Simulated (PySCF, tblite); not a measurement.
**C6H4F+: geometry, infrared bands, NMR shifts and spin-spin couplings**

What infrared bands, NMR shifts and spin-spin couplings should C6H4F+ (`CC#C[c+]1cc1F`) show?

The runs use tblite 0.8.0 and PySCF 2.14.0, with density-fitted response routines of our own; the level of theory stands in each step. All values are computed, except where a source is named. Atoms are numbered from 0 throughout.

## Step 1: Starting geometry

11 atoms, charge 1, multiplicity 1; geometry from: force field or distance geometry start.

Bonds of the start (Å): C0–C1 1.46, C1–C2 1.22, C2–C3 1.43, C3–C4 1.37, C4–C5 1.37, C5–F6 1.37, C5–C3 1.38, C0–H7 1.08, C0–H8 1.10, C0–H9 1.13, C4–H10 1.09.

## Step 2: Optimising the geometry with GFN2-xTB

What the job is given:

```
{"job": {"kind": "relax", "xc": "GFN2-xTB", "basis": "xTB"}, "charge": 1, "multiplicity": 1}
C     -2.677000    -0.249400     0.115500
C     -1.226400    -0.180700    -0.014300
C     -0.009500    -0.130600    -0.088900
C      1.412300    -0.043000    -0.184700
C      2.634700    -0.153500    -0.803300
C      2.576500     0.235500     0.510800
F      3.210000     0.625500     1.664900
H     -3.081300    -0.469100    -0.865000
H     -3.014800    -0.981600     0.864400
H     -3.020500     0.767200     0.480400
H      3.201400    -0.377600    -1.705600
```

The run is started by

```
$ OMP_NUM_THREADS=1 python probes_run.py task.json out
```

One launch serves the whole session: the jobs run in the order shown.

**Question.** This job is followed by: GFN2-xTB harmonic vibrations, gas phase; GIAO PBE0/pcSseg-1 NMR shielding, non-relativistic, gas phase; B3LYP/pcJ-1 indirect spin-spin coupling, non-relativistic, gas phase. What will the session give for the following? strongest single infrared mode (GFN2-xTB); zero-point energy (GFN2-xTB); ¹³C shifts against TMS (PBE0/pcSseg-1); ¹H shifts against TMS (PBE0/pcSseg-1, means over atoms taken as alike); ¹⁹F shifts against CFCl3 (PBE0/pcSseg-1); largest coupling of the table (B3LYP/pcJ-1).

The runs gave:

```
                                                              quantity                                       value
                             strongest single infrared mode (GFN2-xTB)                      2264 cm⁻¹, 1201 km/mol
                                          zero-point energy (GFN2-xTB)                               45.5 kcal/mol
                                ¹³C shifts against TMS (PBE0/pcSseg-1)  181.8, 173.8, 155.5, 150.4, 70.8, 11.3 ppm
¹H shifts against TMS (PBE0/pcSseg-1, means over atoms taken as alike)                              8.12, 3.55 ppm
                              ¹⁹F shifts against CFCl3 (PBE0/pcSseg-1)                                   -58.9 ppm
                           largest coupling of the table (B3LYP/pcJ-1)                    ¹J(C,F) C5–F6, -576.4 Hz
```

**Reading.** Over 40 steps the energy fell by 0.528 eV; of the close pairs, C5–F6 changed most, 1.373 to 1.270 Å. The lowest mode is slightly imaginary (13i cm⁻¹), a soft motion within the noise of the Hessian, so the minimum is not strictly shown. The strongest single mode, at 2264 cm⁻¹, moves mainly C2 and C1. Unscaled tight-binding wavenumbers are off by several per cent, some by more. Its intensities can rank the bands wrongly. At PBE0/pcSseg-1: The widest tensor belongs to F6: span 522 ppm, with a paramagnetic part of -236 ppm. At PBE0/pcSseg-1, counted by nearest atom on the grid, the HOMO lies on C1, C2 about 36 % each; H7 7 %, the LUMO on C1, C3 about 30 % each; C4 18 %. Of the pairs tabulated at B3LYP/pcJ-1, C5–F6 couples most strongly (-576.4 Hz; Fermi contact -496.0 Hz).
